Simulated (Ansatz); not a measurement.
Run this with Ansatz 0.2.0 through its Python package and show what comes out.

The script, `ge.py`:
```python
# -*- coding: utf-8 -*-
import ansatz as az
import numpy as np
from pymatgen.core import Structure
from pymatgen.symmetry.analyzer import SpacegroupAnalyzer

lattice = az.Lattice.of(
    (1.397149, -2.600516, 0.0),
    (1.397149, 2.600516, 0.0),
    (0.0, 0.0, 2.698231),
)
sites = [
    ('Ge', (0.5, 0.5, 0.0)),
]
crystal = az.Crystal(lattice=lattice)
for symbol, position in sites:
    crystal = crystal.atom(symbol, position)

path = [
    ('G', (0.0, 0.0, 0.0)),
    ('S', (0.0, 0.5, 0.0)),
    ('R', (0.0, 0.5, 0.5)),
    ('Z', (0.0, 0.0, 0.5)),
    ('T', (-0.5, 0.5, 0.5)),
]
base = (
    crystal.calculation()
    .functional('PBEsol')
    .pseudopotentials('paw')
    .basis(35 * az.Ry)
    .kpoints(mesh=(9, 9, 9))
    .occupations(az.OccupationsMethod.COLD, width=0.1)
    .band_structure([point for _, point in path], intervals=4)
    .scf(extra_bands=8)
    .band_table()
)
def show(event):
    row = event['data']
    if event['event'] == 'scf_iter' and row.get('harris_foulkes_ev') is not None:
        print(f'  iteration {row["iter"]:3d}  Harris-Foulkes {row["harris_foulkes_ev"]:.5f} eV  residual {row["dr2_ev"]:.2e}')


result = base.session().plan().execute(on_event=show)
rep = result.report

print('%-22s %14.5f eV' % ('F = E - TS', rep['free_energy_ev']))
print('%-22s %14.5f eV' % ('E', rep['internal_energy_ev']))
print('%-22s %14.5f eV' % ('Harris-Foulkes', rep['harris_foulkes_ev']))
print('%-22s %14.5f eV' % ('Fermi level', rep['fermi_energy_ev']))

final = Structure(result.lattice.cell_ang, [s.symbol for s in result.lattice.sites], [s.position_frac for s in result.lattice.sites])
analyser = SpacegroupAnalyzer(final, symprec=0.01)
standard = analyser.get_conventional_standard_structure()
print(analyser.get_crystal_system(), analyser.get_space_group_symbol(), len(standard), 'atoms in the conventional cell')
print('a b c (A):', [round(x, 4) for x in standard.lattice.abc], ' angles:', [round(x, 2) for x in standard.lattice.angles])
print(f'mass density {float(final.density):.3f} g/cm^3')

edges = rep.get('band_edges_ev')
if edges:
    print(f'band edges on the mesh: {edges[0]:.3f} and {edges[1]:.3f} eV, gap {edges[1] - edges[0]:.3f} eV')
else:
    print('no band edges reported (a metal, or a gap too narrow for this smearing); Fermi level', round(rep['fermi_energy_ev'], 3), 'eV')

bands = result.band_structure()
fermi = bands.fermi_energy_ev
print(f'zero of the bands: {fermi:.3f} eV, the Fermi level found on the SCF mesh')
for spin, channel in enumerate(bands.channels):
    levels = channel.eigenvalues_ev - fermi
    crossing = [b for b in range(levels.shape[1]) if levels[:, b].min() < 0 < levels[:, b].max()]
    print(f'channel {spin}: bands that cross the Fermi level on this path:', [b + 1 for b in crossing] or 'none')
    shown = crossing or sorted(np.argsort(np.abs(levels).min(axis=0))[:2])
    for k, row in zip(bands.kpoints_frac, levels[:, shown]):
        print(f'{k[0]:7.3f} {k[1]:7.3f} {k[2]:7.3f}  ', ' '.join(f'{e:8.3f}' for e in row))
```

```console
$ python ge.py
  iteration   1  Harris-Foulkes -4253.30803 eV  residual 6.50e-04
  iteration   2  Harris-Foulkes -4253.30744 eV  residual 8.30e-05
  iteration   3  Harris-Foulkes -4253.30744 eV  residual 7.06e-06
  iteration   4  Harris-Foulkes -4253.30744 eV  residual 1.18e-07
  iteration   5  Harris-Foulkes -4253.30744 eV  residual 1.03e-09
F = E - TS                -4253.30744 eV
E                         -4253.30772 eV
Harris-Foulkes            -4253.30744 eV
Fermi level                  10.23374 eV
orthorhombic Cmmm 2 atoms in the conventional cell
a b c (A): [2.7943, 5.201, 2.6982]  angles: [90.0, 90.0, 90.0]
mass density 6.152 g/cm^3
no band edges reported (a metal, or a gap too narrow for this smearing); Fermi level 10.234 eV
zero of the bands: 10.234 eV, the Fermi level found on the SCF mesh
channel 0: bands that cross the Fermi level on this path: [7, 8]
  0.000   0.000   0.000      6.635    7.125
  0.000   0.125   0.000      5.341    6.446
  0.000   0.250   0.000      1.097    4.833
  0.000   0.375   0.000     -2.862    3.792
  0.000   0.500   0.000     -5.305    3.431
  0.000   0.500   0.125     -5.006    3.724
  0.000   0.500   0.250     -4.155    3.843
  0.000   0.500   0.375     -2.964    0.458
  0.000   0.500   0.500     -2.235   -1.625
  0.000   0.375   0.500     -2.701    0.566
  0.000   0.250   0.500     -4.275    4.573
  0.000   0.125   0.500     -5.346    8.659
  0.000   0.000   0.500     -5.716    9.956
 -0.125   0.125   0.500     -5.393    7.396
 -0.250   0.250   0.500     -4.463    3.413
 -0.375   0.375   0.500     -3.130   -0.181
 -0.500   0.500   0.500     -2.379   -2.272
```

Reading the output:
- Absolute energies stand on the zero of these potentials, so only differences at equal settings mean something. A total without «per atom» is that of the cell as typed.
- Under cold or Methfessel-Paxton smearing the entropy term is a generalised one and can be negative.
- The mesh is modest for a metal, so energies can be off by several to tens of meV an atom and pressures by half a GPa or more; differences at equal mesh fare better.
- An absolute Fermi energy rests on an arbitrary zero of the periodic potential and has no direct meaning.
- This isn't the structure that Ge takes at ambient conditions.
- Levels are Kohn-Sham eigenvalues on this mesh, without spin-orbit coupling.
- Finished in 2.7 s on 1 thread of Arm Neoverse V2, with other jobs on the host, peak memory 0.4 GiB.

(A comment or docstring line of the script was reworded after the run, the code is as it ran; lines on the test bed's own set-up are left out of the output.)
